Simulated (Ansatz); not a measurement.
# interstitial Li in Sr: molecular dynamics

The plan is to see whether the interstitial stays in its void or moves on. The start is relaxed first. Runs: 200 steps of 1 fs under a Langevin thermostat at 1500 K. The host cell (fcc) has 32 atoms; the extra atom is the last.

Method: DFT PBE, plane waves, PAW, scalar-relativistic, no spin polarisation, in Ansatz 0.2.0.

1 further run of the same task is left out (for a known fault of the program).

## Step 1: Starting point

The cell holds 33 atoms (LiSr32): a = 12.160 Å, b = 12.160 Å, c = 12.160 Å, α = 90.00°, β = 90.00°, γ = 90.00°.

The coordinates stand in the first input below.

## Step 2: Preparing the start

Input file input.yaml:

```yaml
crystal:
  lattice:
    - [12.16, 0.0, 0.0]
    - [0.0, 12.16, 0.0]
    - [0.0, 0.0, 12.16]
  atoms:
    - { symbol: Sr, position: [0.5, 0.0, 0.0] }
    - { symbol: Sr, position: [0.75, 0.25, 0.0] }
    - { symbol: Sr, position: [0.75, 0.0, 0.25] }
    - { symbol: Sr, position: [0.0, 0.0, 0.0] }
    - { symbol: Sr, position: [0.25, 0.25, 0.0] }
    - { symbol: Sr, position: [0.5, 0.5, 0.0] }
    - { symbol: Sr, position: [0.75, 0.75, 0.0] }
    - { symbol: Sr, position: [0.25, 0.0, 0.25] }
    - { symbol: Sr, position: [0.5, 0.25, 0.25] }
    - { symbol: Sr, position: [0.75, 0.5, 0.25] }
    - { symbol: Sr, position: [0.5, 0.0, 0.5] }
    - { symbol: Sr, position: [0.75, 0.25, 0.5] }
    - { symbol: Sr, position: [0.75, 0.0, 0.75] }
    - { symbol: Sr, position: [0.0, 0.5, 0.0] }
    - { symbol: Sr, position: [0.25, 0.75, 0.0] }
    - { symbol: Sr, position: [0.0, 0.25, 0.25] }
    - { symbol: Sr, position: [0.25, 0.5, 0.25] }
    - { symbol: Sr, position: [0.5, 0.75, 0.25] }
    - { symbol: Sr, position: [0.0, 0.0, 0.5] }
    - { symbol: Sr, position: [0.25, 0.25, 0.5] }
    - { symbol: Sr, position: [0.5, 0.5, 0.5] }
    - { symbol: Sr, position: [0.75, 0.75, 0.5] }
    - { symbol: Sr, position: [0.25, 0.0, 0.75] }
    - { symbol: Sr, position: [0.5, 0.25, 0.75] }
    - { symbol: Sr, position: [0.75, 0.5, 0.75] }
    - { symbol: Sr, position: [0.0, 0.75, 0.25] }
    - { symbol: Sr, position: [0.0, 0.5, 0.5] }
    - { symbol: Sr, position: [0.25, 0.75, 0.5] }
    - { symbol: Sr, position: [0.0, 0.25, 0.75] }
    - { symbol: Sr, position: [0.25, 0.5, 0.75] }
    - { symbol: Sr, position: [0.5, 0.75, 0.75] }
    - { symbol: Sr, position: [0.0, 0.75, 0.75] }
    - { symbol: Li, position: [0.5019373, 0.4993884, 0.2468233] }
basis:
  ecutwfc: 420.0
kpoints:
  mp_grid: { grid: [1, 1, 1] }
hamiltonian:
  xc: pbe
scf:
  occupations: { method: fermi_dirac, width: 0.15 }
  lower_state_search: "off"
relax:
  f_tol: 0.08
  max_steps: 25
  adjacent_minimum: "off"
```

Launch:

```console
$ ansatz run input.yaml --threads 4 --pin off --max-ram 10240MiB --backend cpu --events-out ev --progress --plain --runs-dir out
```

Further steps of the session: Dynamics.

What does the calculation give? Wanted: relaxation of the start; temperature, first and last step; temperature, second half; potential energy, second half; mean square displacement, second half.

**Answer**, as computed:

| quantity | value |
| --- | --- |
| relaxation of the start | 2 moves, 0.307 eV lower |
| length | 200 steps of 1 fs |
| temperature, first and last step | 1455 and 1263 K |
| temperature, second half | mean 1184 K, from 822 to 1450 K |
| potential energy, second half | +114 meV/atom from the start |
| mean square displacement, second half | Li 0.970, Sr 0.217 Å² |

Against a set 1500 K the second half averages 1184 K, going from 975 to 1263 K over that half; 114 meV/atom has gone into potential energy, and a thermostat that acts over some 100 fs has not made it up in 200 fs. The farthest move is 1.85 Å against a mean nearest distance of 4.2 Å: a large displacement, and the run is too short to tell whether atoms leave their places. The interstitial Li33 strays up to 1.85 Å from where this run began and ends 1.85 Å from it (the host's drift taken out). Averages from a run of 200 fs with 33 atoms are rough.
